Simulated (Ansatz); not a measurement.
# ScPt: how the settings move a single-point run

Question: which choices in the input matter for ScPt?

Program: Ansatz 0.2.0. Level of theory: reference: DFT, r2SCAN, PAW with Ansatz's default frozen-core files, scalar-relativistic. These are calculated values, not measurements.

## Step 1: The starting structure

The structure is trigonal, space group R3m (No. 160). Conventional cell: a = 4.624 Å, b = 4.624 Å, c = 5.664 Å, α = 90.00°, β = 90.00°, γ = 120.00°. Sc (site symmetry 3m) has 1 Pt at 1.81 Å as nearest neighbours. Pt (site symmetry 3m) has 1 Sc at 1.81 Å as nearest neighbours.

As a file:

```
Sc Pt
1.0
     3.27000    0.00000    0.00000
     0.00000    3.27000    0.00000
     0.00000    0.00000    3.27000
Sc Pt
1 1
Direct
  0.41000 0.41000 0.41000
  0.09000 0.09000 0.09000
```

## Step 2: Baseline

Contents of input.yaml:

```yaml
crystal:
  lattice:
    - [3.27, 0.0, 0.0]
    - [0.0, 3.27, 0.0]
    - [0.0, 0.0, 3.27]
  atoms:
    - { symbol: Sc, position: [0.41, 0.41, 0.41] }
    - { symbol: Pt, position: [0.09, 0.09, 0.09] }
kpoints:
  mp_grid: { grid: [9, 9, 9] }
scf:
  occupations: { method: fermi_dirac, width: 0.05 }
hamiltonian:
  xc: r2scan
  pseudopotentials: { kind: paw }
output:
  forces: true
  stress: true
  eigenvalues: true
  efg: { contact_densities: true }
  populations: true
```

Command:

```
$ ansatz run input.yaml --threads 1 --pin off --max-ram 2048MiB --backend cpu --events-out ev --progress --plain --runs-dir out
```

## Step 3: Changed: scf.algorithm density_mixing, dr2_threshold 1.0e-11

Edit input.yaml of step 2 so:

```diff
@@ -12,2 +12,4 @@
   occupations: { method: fermi_dirac, width: 0.05 }
+  algorithm: density_mixing
+  convergence: { dr2_threshold: 1.0e-11 }
 hamiltonian:
@@ -21 +23,5 @@
   populations: true
+  write_density: true
+  write_potential: true
+  elf: true
+  volumetric_format: npy
```

**Question.** What will these runs give? Wanted: for each run, ending; energy change; pressure; gap; force.

As calculated:

```
                                                   run     ending  energy change  pressure (GPa)  gap (eV)  force (eV/Å)  cycles  time
                                             reference  converged              0            70.4      0.00         19.93       7  17 s
1: scf.algorithm density_mixing, dr2_threshold 1.0e-11  converged   0.0 meV/atom            70.4      0.00         19.93      10  20 s
```

Times don't compare one to one where runs were asked for different outputs or read a saved state (see the inputs); cycles may leave out searches for a lower state.

Residual by cycle in the longest SCF loop of each run; runs are numbered as in the table. The quantity is the density residual dr2, in eV.

```
cycle  reference    run 1
    1      0.562    0.562
    2     0.0383   0.0383
    3    0.00361  0.00361
    4     3.1e-4   3.1e-4
    5     3.4e-5   3.4e-5
    6     7.0e-7   7.0e-7
    7     7.3e-8   7.3e-8
    8          -   1.4e-9
    9          -  4.1e-11
   10          -  1.4e-12
```

What this shows: Same state: the changed solver and convergence setting leaves the energy within 0.5 meV/atom. The structure is not at rest: the sound run finds 70 GPa, so these are no properties of the relaxed crystal. 
